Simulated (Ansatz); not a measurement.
# CH5BClFO2: the cost of one run

Method: RKS PBE/def2-SVP, in Ansatz 0.2.0.

1 further run of the same task is left out (it didn't finish).

### 1 The starting structure

Bond lengths: B1–O2 1.760 Å, O2–H3 1.010 Å, B1–F4 1.320 Å, B1–Cl5 1.860 Å, B1–O6 1.710 Å, O6–C7 1.420 Å, C7–H8 1.110 Å, C7–H9 1.110 Å, C7–H10 1.110 Å, O2–H11 1.098 Å, O6–H11 1.123 Å, C7–H11 1.139 Å. Angles (14 of 25 angles, heavy atoms first): O2–B1–F4 120.0°, O2–B1–Cl5 120.0°, O2–B1–O6 71.6°, F4–B1–Cl5 120.0°, F4–B1–O6 96.8°, Cl5–B1–O6 101.3°, B1–O6–C7 125.0°, B1–O2–H3 109.5°, B1–O2–H11 77.2°, B1–O6–H11 78.9°, C7–O6–H11 51.6°, O6–C7–H8 109.5°, O6–C7–H9 109.5°, O6–C7–H10 109.5°.

As a file:

```xyz
11

B     0.0000    0.0000    0.0000
O     0.0000    0.0000    1.7600
H    -0.9095   -0.2814    2.0971
F     1.1431    0.0000   -0.6600
Cl   -1.6108    0.0000   -0.9300
O     0.0766    1.6210    0.5392
C     0.5817    2.0371    1.7994
H     0.8819    1.1469    2.3906
H     1.4635    2.6937    1.6467
H    -0.2049    2.5965    2.3475
H     0.0506    1.0697    1.5173
```

### 2 A restrained relaxation towards end A

Springs on the bonds that form and break draw the guess towards this end; the thresholds are loose.

input.yaml

```yaml
crystal:
  periodic: [false, false, false]
  atoms:
    - { symbol: B, position_ang: [0.0, 0.0, 0.0] }
    - { symbol: O, position_ang: [0.0, 0.0, 1.76] }
    - { symbol: H, position_ang: [-0.9095, -0.2814, 2.0971] }
    - { symbol: F, position_ang: [1.1431, 0.0, -0.66] }
    - { symbol: Cl, position_ang: [-1.6108, 0.0, -0.93] }
    - { symbol: O, position_ang: [0.0766, 1.621, 0.5392] }
    - { symbol: C, position_ang: [0.5817, 2.0371, 1.7994] }
    - { symbol: H, position_ang: [0.8819, 1.1469, 2.3906] }
    - { symbol: H, position_ang: [1.4635, 2.6937, 1.6467] }
    - { symbol: H, position_ang: [-0.2049, 2.5965, 2.3475] }
    - { symbol: H, position_ang: [0.0506, 1.0697, 1.5173] }
basis:
  gaussian: { orbitals: def2-SVP }
hamiltonian:
  xc: pbe
relax:
  f_tol: 0.15
  max_steps: 25
  restrain:
    - { distance: [0, 5], at: 2.61, k: 30.0 }
    - { distance: [10, 1], at: 2.21, k: 30.0 }
    - { distance: [0, 1], at: 1.41, k: 30.0 }
    - { distance: [10, 5], at: 1.01, k: 30.0 }
output:
  orbitals: {}
```

The run is started by

```bash
$ ansatz run input.yaml --threads 4 --pin off --max-ram 5120MiB --backend cpu --events-out ev --progress --plain --runs-dir out
```

What time and memory should one allow on 4 threads of Intel Xeon Platinum 8259CL at 2.50GHz (Skylake/Cascade Lake), shared host?

About 33 s, with a peak of 0.2 GiB.
